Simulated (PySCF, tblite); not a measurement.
# CaH8O4 (+2), an ion with solvent molecules: NMR shifts, interaction energy, spin-spin couplings and core binding energies

What NMR shifts, interaction energy, spin-spin couplings and core binding energies should one expect for `[Ca+2]` with 4 × `O`?

Programs: tblite 0.8.0 and PySCF 2.14.0. All values are calculated, for the isolated system unless a continuum is named. Atoms count from 0, parts from 1.

## Step 1: Starting point

13 atoms, charge 2, multiplicity 1; geometry: rigid parts in contact. Parts: 1 = atom 0, `[Ca+2]`, charge 2; 2 = atoms 1–3, `O`, charge 0; 3 = atoms 4–6, `O`, charge 0; 4 = atoms 7–9, `O`, charge 0; 5 = atoms 10–12, `O`, charge 0.

## Step 2: Docking the parts with GFN2-xTB

What the job is given:

```
{"job": {"kind": "dock", "xc": "GFN2-xTB", "basis": "xTB"}, "charge": 2, "multiplicity": 1, "parts": [{"atoms": "0-0", "charge": 2, "multiplicity": 1}, {"atoms": "1-3", "charge": 0, "multiplicity": 1}, {"atoms": "4-6", "charge": 0, "multiplicity": 1}, {"atoms": "7-9", "charge": 0, "multiplicity": 1}, {"atoms": "10-12", "charge": 0, "multiplicity": 1}]}
Ca     0.750865     0.340300    -0.569246
O      1.519054    -1.479137    -1.203292
H      1.322570    -2.392130    -0.929198
H      2.106189    -1.570705    -1.975792
O      0.095975     2.269991    -0.224236
H     -0.246314     2.741798    -1.015757
H     -0.188965     2.864192     0.506917
O      1.114172    -0.133063     1.641882
H      0.653534    -0.748990     2.237615
H      1.805529     0.270732     2.193851
O      0.126714     0.875276    -2.635989
H     -0.413568     0.529183    -3.373940
H      0.609297     1.596556    -3.049922
```

Level: GFN2-xTB search for minima from random contacts, gas phase.

The run is started by

```console
$ OMP_NUM_THREADS=1 python cluster_run.py task.json out
```

The driver reads the jobs from task.json and runs them one after another.

**Question.** The jobs that follow are: PBE0-D3(BJ)/def2-SVPD geometry optimisation, gas phase; GIAO PBE0/pcSseg-1 NMR shielding, non-relativistic, gas phase; wB97M-D3(BJ)/def2-SVPD interaction energy, counterpoise and uncorrected, gas phase; PBE0-D3(BJ)/def2-SVPD interaction energy, counterpoise and uncorrected, gas phase; B3LYP/pcJ-1 Ca:pcSseg-1 indirect spin-spin coupling, non-relativistic, gas phase; delta-SCF UKS SCAN, pcX-2 on the ionised atom, pcseg-1 elsewhere, spin-free X2C. Predict: binding energy (GFN2-xTB); point group; rotational constants (main isotopes); shieldings of H (PBE0/pcSseg-1); largest proton shift on binding; interaction energy, counterpoise (wB97M-D3(BJ)/def2-SVPD); superposition error; binding energy (with deformation); largest coupling of the table (B3LYP/pcSseg-1+pcJ-1); O1s binding energies, SCAN/pcX-2.

**Answer**, as computed:

| quantity | value |
| --- | --- |
| binding energy (GFN2-xTB) | -515.1 kcal/mol (rough: tight binding is poor for bare ions) |
| point group | C1 |
| rotational constants (main isotopes) | 2.42, 2.35, 1.21 GHz |
| shieldings of H (PBE0/pcSseg-1) | H6 27.4, H2 27.4, H3 27.4, H5 27.4, H8 27.4, H11 27.4, H9 27.5, H12 27.5 ppm and more |
| largest proton shift on binding | H6, +3.57 ppm |
| interaction energy, counterpoise (wB97M-D3(BJ)/def2-SVPD) | -186.2 kcal/mol |
| superposition error | 3.38 kcal/mol |
| binding energy (with deformation) | -186.0 kcal/mol |
| largest coupling of the table (B3LYP/pcSseg-1+pcJ-1) | 1J(O,H) O4–H5, -98.7 Hz |
| O1s binding energies, SCAN/pcX-2 | O10 549.33, O1 549.16, O4 549.16 eV |
| range of the interaction energy over the runs of this table | -189.8 to -186.2 kcal/mol |

**Reading.** At its xTB geometry the search ends with the contact Ca0···O1 (bond, 2.11 Å); 6 starts can't prove it the lowest minimum. Further contacts there: Ca0···O4 (bond, 2.11 Å), Ca0···O7 (bond, 2.13 Å). A later relaxation moves these distances. The optimisation took 5 steps and gained 0.833 eV; among the close pairs (by a distance rule), Ca0–O1 changed most, from 2.081 to 2.321 Å. No frequency check was run at this level, so the end point may be a saddle. At PBE0/pcSseg-1: The widest tensor belongs to Ca0: span 132 ppm, with a paramagnetic part of -228 ppm. On binding (GIAO PBE0/pcSseg-1 NMR shielding, non-relativistic, gas phase), H6 moves most among the protons, 3.57 ppm downfield. Of the attraction, electrostatic 69 %, orbital 29 %, dispersion 1 %; Pauli repulsion takes back 68.56 kcal/mol. Tight binding gave -515.1 kcal/mol, far from this level. Of the pairs tabulated at B3LYP/pcSseg-1+pcJ-1, O4–H5 couples most strongly (-98.7 Hz; Fermi contact -88.7 Hz). O10 (oxygen bonded to Ca, 2 H) binds its O1s electron 0.17 eV more tightly than O4 (oxygen bonded to Ca, 2 H). Binding moves the O1s level of O10 by +9.57 eV. The interaction energy runs from -189.8 (PBE0-D3(BJ)/def2-SVPD) to -186.2 kcal/mol (wB97M-D3(BJ)/def2-SVPD).
